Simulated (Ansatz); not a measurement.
# C2H5AlO: small, medium and large basis sets

How large a basis does C2H5AlO need? Two functionals are run in growing sets.

Program: Ansatz 0.2.0, Gaussian basis. Level of theory: one geometry, several basis sets. These are calculated values, not measurements.

Levels to be run: PBE0-D4/def2-SVP; ωB97M-V/def2-SVP; PBE0-D4/def2-QZVPP; ωB97M-V/def2-QZVPP; the functionals' def2-TZVPP values are taken from earlier runs.

## 1. The relaxed structure

An earlier PBE0-D4 in a triple-zeta def2 set relaxation fixed the geometry.

SMILES `[CH3][Al]1[CH2][O]1`, 9 atoms, charge 0, spin multiplicity 1.

Atoms are counted from 1 here; the program's logs count them from 0.

Bond lengths: C1–Al2 1.934 Å, C1–H5 1.093 Å, C1–H6 1.091 Å, C1–H7 1.094 Å, Al2–C3 1.883 Å, Al2–O4 1.707 Å, C3–O4 1.488 Å, C3–H8 1.091 Å, C3–H9 1.091 Å. Angles: Al2–C1–H5 110.3°, Al2–C1–H6 112.2°, Al2–C1–H7 110.1°, H5–C1–H6 108.5°, H5–C1–H7 107.6°, H6–C1–H7 108.1°, C1–Al2–C3 171.7°, C1–Al2–O4 139.6°, C3–Al2–O4 48.7°, Al2–C3–O4 59.5°, Al2–C3–H8 123.8°, Al2–C3–H9 123.8°, O4–C3–H8 112.4°, O4–C3–H9 112.4°, H8–C3–H9 110.7°, Al2–O4–C3 71.8°.

## 2. PBE0-D4 in def2-SVP

Contents of in.yaml:

```yaml
crystal:
  periodic: [false, false, false]
  atoms:
    - {symbol: C, position_ang: [-0.670851, 1.320193, -1.081511]}
    - {symbol: Al, position_ang: [0.051345, -0.076663, 0.044160]}
    - {symbol: C, position_ang: [0.678725, -1.280205, 1.349332]}
    - {symbol: O, position_ang: [0.789341, -1.609532, -0.097895]}
    - {symbol: H, position_ang: [0.039713, 1.575000, -1.872095]}
    - {symbol: H, position_ang: [-0.900203, 2.225968, -0.517471]}
    - {symbol: H, position_ang: [-1.591178, 0.976783, -1.562074]}
    - {symbol: H, position_ang: [0.038540, -1.980490, 1.887682]}
    - {symbol: H, position_ang: [1.653168, -1.197355, 1.832773]}
basis:
  gaussian: {orbitals: def2-SVP}
hamiltonian: {xc: pbe0, dispersion: d4}
output: {orbitals: {seedname: orbitals}}
```

The runs that follow: ωB97M-V in def2-SVP; PBE0-D4 in def2-QZVPP; ωB97M-V in def2-QZVPP.

Q: Predict the results of all the runs planned. Wanted: PBE0-D4: double and triple zeta above quadruple; ωB97M-V: double and triple zeta above quadruple.

**Answer**, as computed:

| quantity | value |
| --- | --- |
| PBE0-D4: double and triple zeta above quadruple | 7.81, 0.46 eV |
| ωB97M-V: double and triple zeta above quadruple | 7.97, 0.44 eV |

In words: For PBE0-D4 the step from double to triple zeta gains 7.35 eV and the next only 0.46 eV. Total energies overstate the basis error of differences, where much of it tends to cancel. The LUMO of ωB97M-V is positive and keeps falling with the basis (1.20 to 0.45 eV): an unbound level that the basis holds in place.
